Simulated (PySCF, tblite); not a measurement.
# C₁₀H₁₆Se: excited states

Wanted: excited states for C₁₀H₁₆Se (`C[Se]C1=C=CCCCCCC1`).

Programs: tblite 0.8.0 and PySCF 2.14.0, with routines of our own; each step states its level. All values are computed. Atoms count from 0.

## 1. The starting structure

27 atoms, charge 0, multiplicity 1; geometry from: force field or distance geometry start.

## 2. Geometry optimisation with GFN2-xTB

The job: settings as JSON, then the geometry in Å.

```
{"job": {"kind": "relax", "xc": "GFN2-xTB", "basis": "xTB"}, "charge": 0, "multiplicity": 1}
C      4.158000    -0.340100    -0.319400
Se     2.589900    -0.804800    -1.399400
C      1.137700    -0.893400    -0.249200
C      0.190000    -1.652400    -0.052700
C     -0.771100    -2.418300     0.183800
C     -1.735100    -1.107800     0.434900
C     -1.728400    -0.386700    -0.848400
C     -2.160400     1.023100    -0.590700
C     -1.425000     1.613300     0.527500
C      0.006400     1.388800     0.564700
C      0.745200     0.219600     0.774800
H      3.758400     0.053000     0.646100
H      4.796500     0.397400    -0.827800
H      4.714800    -1.302200    -0.149900
H     -1.125500    -3.325900     0.250900
H     -2.558800    -1.694900     0.505800
H     -1.545900    -0.685800     1.373800
H     -0.865100    -0.481800    -1.518400
H     -2.558800    -0.763800    -1.542800
H     -3.238000     0.933300    -0.240700
H     -2.170500     1.626400    -1.527600
H     -1.550500     2.749400     0.365400
H     -1.940600     1.521100     1.532600
H      0.380000     1.833800    -0.449400
H      0.380100     2.278000     1.227700
H      1.761200     0.531100     0.883500
H      0.735700    -0.284000     1.797700
```

The run is started by

```sh
OMP_NUM_THREADS=1 python excited_run.py task.json out
```

The driver reads the jobs from task.json and runs them one after another.

Log:

```text
step      E/eV     max force
  0    -883.40940    6.667
  1    -885.22348   10.759
  2    -885.48067    8.151
  3    -886.73426    3.570
  4    -887.39143    2.230
  5    -887.64686    1.511
  6    -887.77986    0.844
  7    -887.87343    0.843
  8    -887.97143    1.043
  9    -888.05249    0.771
 10    -888.12480    0.577
 11    -888.19245    0.610
 12    -888.25527    0.664
 13    -888.30491    0.489
 14    -888.35087    0.517
 15    -888.40081    0.587
 16    -888.46363    0.649
 17    -888.53479    0.632
 18    -888.59907    0.564
 19    -888.65199    0.693
 20    -888.70853    0.715
 21    -888.76064    0.446
 22    -888.80244    0.476
 23    -888.83647    0.343
 24    -888.86050    0.362
 25    -888.87874    0.334
 26    -888.89397    0.275
 27    -888.90591    0.260
 28    -888.91668    0.343
 29    -888.92916    0.257
 30    -888.95012    0.271
 31    -888.96997    0.325
 32    -888.99488    0.495
 33    -889.01746    0.418
 34    -889.03820    0.330
 35    -889.05278    0.376
 36    -889.06675    0.377
 37    -889.08059    0.347
 38    -889.09421    0.211
 39    -889.10511    0.263
 40    -889.11950    0.310
 41    -889.13393    0.270
 42    -889.14951    0.250
 43    -889.16250    0.241
 44    -889.17312    0.256
 45    -889.18383    0.291
 46    -889.19813    0.227
 47    -889.22381    0.286
 48    -889.23595    0.230
 49    -889.24985    0.218
 50    -889.25819    0.185
 51    -889.26550    0.200
 52    -889.27218    0.203
 53    -889.27879    0.166
 54    -889.28526    0.166
 55    -889.28916    0.146
 56    -889.29339    0.131
 57    -889.29715    0.140
 58    -889.30087    0.138
 59    -889.30408    0.113
 60    -889.30705    0.109
 61    -889.30987    0.098
 62    -889.31262    0.131
 63    -889.31493    0.130
 64    -889.31669    0.075
 65    -889.31809    0.080
 66    -889.31939    0.078
 67    -889.32063    0.085
 68    -889.32174    0.065
 69    -889.32268    0.062
 70    -889.32363    0.059
 71    -889.32468    0.083
 72    -889.32575    0.072
 73    -889.32666    0.057
 74    -889.32738    0.046
 75    -889.32805    0.053
 76    -889.32878    0.064
 77    -889.32954    0.057
 78    -889.33020    0.047
 79    -889.33075    0.042
 80    -889.33130    0.041
 81    -889.33195    0.046
 82    -889.33270    0.059
 83    -889.33342    0.058
 84    -889.33407    0.051
 85    -889.33478    0.056
 86    -889.33578    0.064
 87    -889.33724    0.077
 88    -889.33907    0.085
 89    -889.34100    0.083
 90    -889.34291    0.085
 91    -889.34489    0.078
 92    -889.34689    0.091
 93    -889.34892    0.087
 94    -889.35084    0.101
 95    -889.35311    0.101
 96    -889.35583    0.127
 97    -889.35928    0.120
 98    -889.36205    0.109
 99    -889.36418    0.081
100    -889.36561    0.082
101    -889.36673    0.114
102    -889.36847    0.091
103    -889.36997    0.064
104    -889.37117    0.072
105    -889.37215    0.095
106    -889.37342    0.074
107    -889.37448    0.135
108    -889.37546    0.071
109    -889.37632    0.067
110    -889.37686    0.064
111    -889.37731    0.056
112    -889.37800    0.075
113    -889.37852    0.066
114    -889.37899    0.042
115    -889.37934    0.039
116    -889.37967    0.052
117    -889.38007    0.062
118    -889.38058    0.047
119    -889.38112    0.041
120    -889.38168    0.057
121    -889.38226    0.081
122    -889.38286    0.078
123    -889.38341    0.043
124    -889.38361    0.084
125    -889.38417    0.052
126    -889.38446    0.053
127    -889.38488    0.028
128    -889.38506    0.027
129    -889.38526    0.026
130    -889.38540    0.027
131    -889.38557    0.024
132    -889.38574    0.024
133    -889.38591    0.021
134    -889.38604    0.028
135    -889.38616    0.028
136    -889.38627    0.026
137    -889.38637    0.020
138    -889.38647    0.018
139    -889.38655    0.019
140    -889.38661    0.015
141    -889.38667    0.011
142    -889.38670    0.010
```

Wall time 4.8 s (1 thread of Intel Xeon Platinum 8259CL at 2.50GHz, shared host); peak memory 0.18 GiB.

Relaxation path: (not every step is listed)

| step | energy from step 0 (eV) | largest force (eV/Å) |
| --- | --- | --- |
| 0 | 0.0000 | 6.6667 |
| 1 | -1.8141 | 10.7586 |
| 2 | -2.0713 | 8.1506 |
| 3 | -3.3249 | 3.5697 |
| 4 | -3.9820 | 2.2304 |
| 5 | -4.2375 | 1.5108 |
| 6 | -4.3705 | 0.8442 |
| 7 | -4.4640 | 0.8426 |
| 8 | -4.5620 | 1.0431 |
| 20 | -5.2991 | 0.7151 |
| 32 | -5.5855 | 0.4949 |
| 44 | -5.7637 | 0.2565 |
| 56 | -5.8840 | 0.1306 |
| 68 | -5.9123 | 0.0648 |
| 80 | -5.9219 | 0.0414 |
| 92 | -5.9375 | 0.0911 |
| 104 | -5.9618 | 0.0717 |
| 116 | -5.9703 | 0.0524 |
| 128 | -5.9757 | 0.0269 |
| 137 | -5.9770 | 0.0198 |
| 138 | -5.9771 | 0.0181 |
| 139 | -5.9772 | 0.0190 |
| 140 | -5.9772 | 0.0148 |
| 141 | -5.9773 | 0.0109 |
| 142 | -5.9773 | 0.0099 |

Close pairs (by a distance rule), those that changed most:

| bond | before (Å) | after (Å) | change (Å) |
| --- | --- | --- | --- |
| C4–C5 | 1.646 | 1.508 | -0.139 |
| C9–C10 | 1.399 | 1.536 | +0.137 |
| C4–H14 | 0.977 | 1.082 | +0.105 |
| Se1–C2 | 1.855 | 1.953 | +0.098 |
| C8–C9 | 1.449 | 1.539 | +0.089 |
| C5–H15 | 1.014 | 1.095 | +0.081 |
| C9–H24 | 1.170 | 1.092 | -0.078 |
| C9–H23 | 1.169 | 1.092 | -0.077 |

The final coordinates are the input of the step that follows.

## 3. Harmonic vibrations with GFN2-xTB

The job: settings as JSON, then the geometry in Å.

```
{"job": {"kind": "ir", "xc": "GFN2-xTB", "basis": "xTB"}, "charge": 0, "multiplicity": 1}
C      4.095801    -0.855737    -0.251958
Se     2.490132    -0.658084    -1.355159
C      1.224899    -0.371177     0.104138
C      0.299627    -1.254552     0.322013
C     -0.781938    -1.959739     0.452101
C     -2.037898    -1.618923    -0.308980
C     -1.968132    -0.292743    -1.070904
C     -2.279960     0.945597    -0.225016
C     -1.270318     1.302880     0.870807
C      0.086496     1.814143     0.355548
C      1.275626     0.955089     0.809981
H      4.213678     0.018668     0.383432
H      4.940698    -0.942195    -0.929204
H      4.004410    -1.756477     0.349898
H     -0.830561    -2.822943     1.101845
H     -2.227094    -2.431816    -1.017748
H     -2.876067    -1.601439     0.393837
H     -0.982096    -0.197607    -1.529892
H     -2.703051    -0.326209    -1.879192
H     -3.254209     0.797140     0.249704
H     -2.375801     1.801821    -0.897976
H     -1.726677     2.080833     1.487773
H     -1.117399     0.436848     1.513366
H      0.084887     1.842924    -0.736288
H      0.251218     2.835350     0.705942
H      2.205762     1.471572     0.562242
H      1.238072     0.813198     1.892686
```

Log:

```text
mode    cm-1     km/mol
  1      37.8      1.77
  2      41.1      2.12
  3      84.7      0.77
  4     114.5      0.11
  5     132.1      0.82
  6     149.8      0.28
  7     190.4      0.17
  8     222.2      0.86
  9     232.2      0.10
 10     262.2      0.77
 11     333.2      0.66
 12     361.3      2.96
 13     382.9      1.73
 14     392.9      2.10
 15     460.9      2.34
 16     488.5      4.40
 17     562.1     25.82
 18     576.2      0.65
 19     600.4      4.20
 20     748.8      1.68
 21     784.7     18.53
 22     814.3      0.54
 23     865.5     21.54
 24     870.1      7.00
 25     873.6      2.22
 26     878.5      5.93
 27     900.9     10.02
 28     930.0      7.58
 29     993.9     10.54
 30    1015.2      1.20
 31    1026.6      4.02
 32    1045.3      1.52
 33    1092.9      7.72
 34    1114.1      4.15
 35    1134.1      1.52
 36    1141.4      0.44
 37    1181.2      1.59
 38    1182.4      2.28
 39    1198.2      1.13
 40    1231.9      2.18
 41    1241.0      2.33
 42    1280.2     15.05
 43    1288.9      1.53
 44    1309.6      0.28
 45    1327.1      3.32
 46    1330.0      3.90
 47    1355.1      1.52
 48    1367.1      1.33
 49    1369.7      0.88
 50    1417.5      3.07
 51    1432.6      6.23
 52    1437.2      4.45
 53    1462.4      0.40
 54    1465.2      0.71
 55    1480.7      2.05
 56    1486.4      3.00
 57    1492.7      1.31
 58    1498.1      4.68
 59    2039.4     19.96
 60    2929.4     27.42
 61    2951.2     11.34
 62    2954.3     17.70
 63    2955.5     34.12
 64    2958.2     11.53
 65    2964.0     29.15
 66    2968.4     16.07
 67    2972.6    111.92
 68    2977.0     94.49
 69    2983.5     49.00
 70    2988.6     52.44
 71    3004.1      9.06
 72    3013.0     14.89
 73    3017.7     44.15
 74    3033.0     11.59
 75    3042.1     34.84
```

It took 3.4 s on 1 thread of Intel Xeon Platinum 8259CL at 2.50GHz, shared host; peak memory 0.18 GiB.

The strongest bands and the atoms that carry them (share of the mass-weighted mode):

| cm⁻¹ | km/mol | atoms |
| --- | --- | --- |
| 2956 | 34.1 | H21 21 %, H24 20 %, H26 19 %, H23 12 % |
| 2964 | 29.1 | H18 38 %, H20 29 % |
| 2973 | 111.9 | H25 20 %, H20 17 %, H26 13 %, H24 10 % |
| 2977 | 94.5 | H23 24 %, H21 24 %, H20 15 %, H18 12 % |
| 2984 | 49.0 | H23 41 %, H24 38 % |
| 2989 | 52.4 | H17 76 %, H18 13 % |
| 3018 | 44.1 | H22 88 % |
| 3042 | 34.8 | H14 92 % |

## 4. Excited states: TDA PBE0/def2-SVP

The job, as its differences from that of step 3:

```diff
@@ -1,2 +1,2 @@
-{"job": {"kind": "ir", "xc": "GFN2-xTB", "basis": "xTB"}, "charge": 0, "multiplicity": 1}
+{"job": {"kind": "states", "xc": "PBE0", "basis": "def2-SVP", "tda": true, "soc": true, "nstates": 8, "ntriplets": 4, "nquad": 4}, "charge": 0, "multiplicity": 1}
 C      4.095801    -0.855737    -0.251958
```

With the program's defaults for keys left out, this is: TDA PBE0/def2-SVP excited states, vertical, gas phase, spin-orbit mean-field couplings.

Log:

```text
coarse grid: 98688 points
cycle   1  E = -2790.8043337199  dE =  3.654e-01  |g| = 4.249e-01  |ddm| = 5.666e+00
cycle   2  E = -2790.7966598925  dE =  7.674e-03  |g| = 4.757e-01  |ddm| = 1.115e+00
cycle   3  E = -2790.8556127416  dE = -5.895e-02  |g| = 6.691e-02  |ddm| = 6.670e-01
cycle   4  E = -2790.8564698237  dE = -8.571e-04  |g| = 3.717e-02  |ddm| = 1.537e-01
cycle   5  E = -2790.8568032784  dE = -3.335e-04  |g| = 1.055e-02  |ddm| = 6.088e-02
cycle   6  E = -2790.8568303690  dE = -2.709e-05  |g| = 3.477e-03  |ddm| = 1.774e-02
cycle   7  E = -2790.8568328908  dE = -2.522e-06  |g| = 8.923e-04  |ddm| = 4.599e-03
final grid: 211112 points
cycle   8  E = -2790.8569667602  dE =  3.641e-07  |g| = 1.631e-03  |ddm| = 6.847e-03
cycle   9  E = -2790.8569648006  dE =  1.960e-06  |g| = 3.132e-03  |ddm| = 5.926e-03
cycle  10  E = -2790.8569674908  dE = -2.690e-06  |g| = 1.501e-04  |ddm| = 3.885e-03
cycle  11  E = -2790.8569674969  dE = -6.050e-09  |g| = 2.747e-05  |ddm| = 2.283e-04
cycle  12  E = -2790.8569674971  dE = -1.705e-10  |g| = 9.682e-06  |ddm| = 5.065e-05
converged SCF energy = -2790.8569674971

Singlet excitations
state   eV       nm        f     d(h-e)  d(exc)  Lambda  PR(NTO)  |dmu|/D   mu/D   main configurations
  1   4.5457   272.8   0.02029   0.841   2.957   0.574   1.059    2.082    1.639   H->L 0.93
  2   4.8113   257.7   0.00049   2.007   3.449   0.512   1.047    5.334    4.666   H->L+1 0.97
  3   5.3896   230.0   0.00197   0.694   2.981   0.672   1.412    1.715    2.259   H-1->L 0.50, H-1->L+1 0.29, H-2->L+1 0.10
  4   5.7188   216.8   0.00374   0.374   3.030   0.700   1.526    0.872    1.868   H-2->L+1 0.39, H-2->L 0.37, H-1->L+1 0.13
  5   5.8774   211.0   0.00054   0.854   3.340   0.580   1.269                     H->L+2 0.83
  6   6.4590   192.0   0.03559   0.993   3.549   0.683   2.021                     H-1->L+1 0.34, H-2->L 0.26, H-1->L 0.20
  7   6.7597   183.4   0.41520   0.746   3.335   0.597   2.842                     H-2->L+1 0.19, H->L+5 0.14, H-2->L 0.14
  8   6.8667   180.6   0.08377   1.303   4.067   0.327   1.249                     H->L+3 0.52, H->L+4 0.34

Triplet excitations (Tamm-Dancoff)
state   eV     d(h-e)  d(exc)  Lambda  PR(NTO)   main configurations
  1   3.9236   0.618   2.871   0.573   1.120   H->L 0.86
  2   4.0186   0.442   2.767   0.594   1.443   H->L+1 0.48, H-1->L+1 0.18, H-2->L 0.09
  3   4.5214   0.097   2.672   0.656   1.757   H-1->L+1 0.30, H-1->L 0.28, H-2->L+1 0.14
  4   4.7092   0.633   2.882   0.605   1.777   H->L+1 0.31, H-2->L 0.29, H->L+2 0.14
S1 - T1 = 0.6221 eV

Spin-orbit couplings |<S|Hso|T>| (cm-1)
             T1       T2       T3       T4
S0      637.950  171.129  369.163  391.155
S1       83.079   97.919  119.051  165.744
S2       97.702  132.626  123.604   91.486
S3      160.258  116.900   46.670  137.177
S4       94.020  113.564   80.733  102.769
S5      240.107   45.775   88.668   51.965
S6      166.542  135.987  100.807  146.434
S7      191.380   53.083   94.708   91.948
S8       74.704   19.111   51.621   33.660
T1 sublevels (cm-1): 0.000 6.871 15.357   radiative rates (1/s): 1.51e+04 6.39e+03 8.06e+04
```

Run time: 2.5 min. Hardware: 1 thread of Intel Xeon Platinum 8259CL at 2.50GHz, shared host; peak memory 1.2 GiB.

Key values:

| quantity | value |
| --- | --- |
| S1 less T1 | 0.62 eV |

The fields below are evaluated on a grid from the run's orbitals.

Frontier orbitals at PBE0/def2-SVP, with the share of their density that lies nearest to each atom:

| orbital | energy (eV) | lies on |
| --- | --- | --- |
| HOMO | -5.89 | Se1 74 % |
| LUMO | 0.03 | Se1 27 %; C2, C3 about 19 % each; C4 9 % |

ELF in a plane through or near 10 of the atoms.

Values, 10 rows by 14 columns:
```
0.00 0.00 0.00 0.00 0.00 0.00 0.00 0.00 0.00 0.00 0.00 0.00 0.00 0.00
0.00 0.00 0.00 0.00 0.00 0.00 0.03 0.23 0.00 0.00 0.00 0.00 0.00 0.00
0.00 0.00 0.00 0.00 0.01 0.01 0.81 0.99 0.01 0.01 0.00 0.00 0.00 0.00
0.00 0.00 0.00 0.00 0.80 0.98 0.51 0.25 0.36 0.06 0.03 0.00 0.00 0.00
0.00 0.00 0.25 0.99 0.02 0.51 0.57 0.32 0.81 0.23 0.98 0.11 0.00 0.00
0.00 0.01 0.30 0.41 0.34 0.76 0.39 0.24 0.28 0.51 0.31 0.01 0.00 0.00
0.00 0.01 0.20 0.88 0.19 0.24 0.50 0.49 0.60 0.59 0.04 0.00 0.00 0.00
0.00 0.00 0.01 0.05 0.04 0.03 0.23 0.53 0.76 0.95 0.03 0.00 0.00 0.00
0.00 0.00 0.00 0.00 0.00 0.00 0.00 0.01 0.27 0.83 0.00 0.00 0.00 0.00
0.00 0.00 0.00 0.00 0.00 0.00 0.00 0.00 0.00 0.00 0.00 0.00 0.00 0.00
```
The map spans 15.1 Å across and 11.0 Å up, centred on the molecule. Atoms in the plane (x, y in Å): C0 (-4.1, -0.6), C2 (-1.3, -0.3), C5 (1.9, -1.8), C7 (2.4, 0.7), C9 (0.0, 1.8), H11 (-4.2, 0.4), H15 (2.1, -2.8), H19 (3.3, 0.6), H24 (-0.1, 2.9), H25 (-2.1, 1.7).

On the surface of density 0.002 e/bohr³ the electrostatic potential runs, from the 1st to the 99th percentile, from -1.11 V near Se1 to 0.75 V near H12.

## 5. Summary of results

```
                                                                  quantity                  value
                                 strongest single infrared mode (GFN2-xTB)  2973 cm⁻¹, 112 km/mol
                                              zero-point energy (GFN2-xTB)         145.0 kcal/mol
                                    S1 less T1 (step 4, TDA PBE0/def2-SVP)                0.62 eV
potential on the surface of density 0.002 e/bohr³, 1st and 99th percentile     -1.11 V and 0.75 V
```

In words: All 75 modes are real, so the xTB geometry is a minimum. The strongest single mode, at 2973 cm⁻¹, is spread over several atoms, H25, H20, H26, H24 among them. Unscaled tight-binding wavenumbers are off by several per cent, some by more. Its intensities can rank the bands wrongly. Scalar relativity is left out for the heavy atoms. In step 4, the number of triplets below S1 is 3, and the largest singlet-triplet spin-orbit coupling is S0–T1, 637.95 cm⁻¹.
